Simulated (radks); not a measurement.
# Spin polarisation of the 4d shell in Zr

How much does Zr gain by aligning the spins in its 4d shell? The moment is raised step by step from zero.

Method: non-relativistic Kohn-Sham, r2SCAN, spin-polarised, spherical densities, point nucleus. Code: radks (a radial shooting solver on a logarithmic mesh, Libxc functionals) version 1.

### Step 1. The atom as given

- element: zirconium (Z = 40)
- charge: 0
- electrons: 40
- configuration: [Kr] 4d(up 1, down 1) 5s2

A shell typed twice in an input gives spin up, then spin down.

### Step 2. No moment

The run's settings:

```text
Z 40
configuration [Kr] 4d1 4d1 5s2
relativity non-relativistic
functional r2scan,r2scan
spin polarised
nucleus point
```

### Step 3. moment 0.5 in 4d

The run's settings:

```text
Z 40
configuration [Kr] 4d1.25 4d0.75 5s2
relativity non-relativistic
functional r2scan,r2scan
spin polarised
nucleus point
```

### Step 4. moment 1 in 4d

The run's settings:

```text
Z 40
configuration [Kr] 4d1.5 4d0.5 5s2
relativity non-relativistic
functional r2scan,r2scan
spin polarised
nucleus point
```

### Step 5. moment 1.5 in 4d

The run's settings:

```text
Z 40
configuration [Kr] 4d1.75 4d0.25 5s2
relativity non-relativistic
functional r2scan,r2scan
spin polarised
nucleus point
```

### Step 6. moment 2 in 4d

The run's settings:

```text
Z 40
configuration [Kr] 4d2 4d0 5s2
relativity non-relativistic
functional r2scan,r2scan
spin polarised
nucleus point
```

Q: Predict the outcome of this session. Wanted: for each run, moment; E − E(0); ε(4d up); ε(4d down); splitting.

The runs gave:

| moment (μB) | E − E(0) (eV) | ε(4d up) (eV) | ε(4d down) (eV) | splitting (eV) |
| --- | --- | --- | --- | --- |
| 0 | 0.000 | -3.857 | -3.857 | 0.000 |
| 0.5 | -0.053 | -4.060 | -3.635 | 0.425 |
| 1 | -0.212 | -4.245 | -3.394 | 0.851 |
| 1.5 | -0.479 | -4.413 | -3.133 | 1.280 |
| 2 | -0.852 | -4.561 | -2.858 | 1.703 |

In words: At a moment of 2 μB the energy has fallen by 0.85 eV and the 4d levels split by 1.70 eV, 0.851 eV per μB. The Stoner form E = −I m²/4 would give I = 0.852 eV. The energy falls at every step, as Hund's first rule has it.
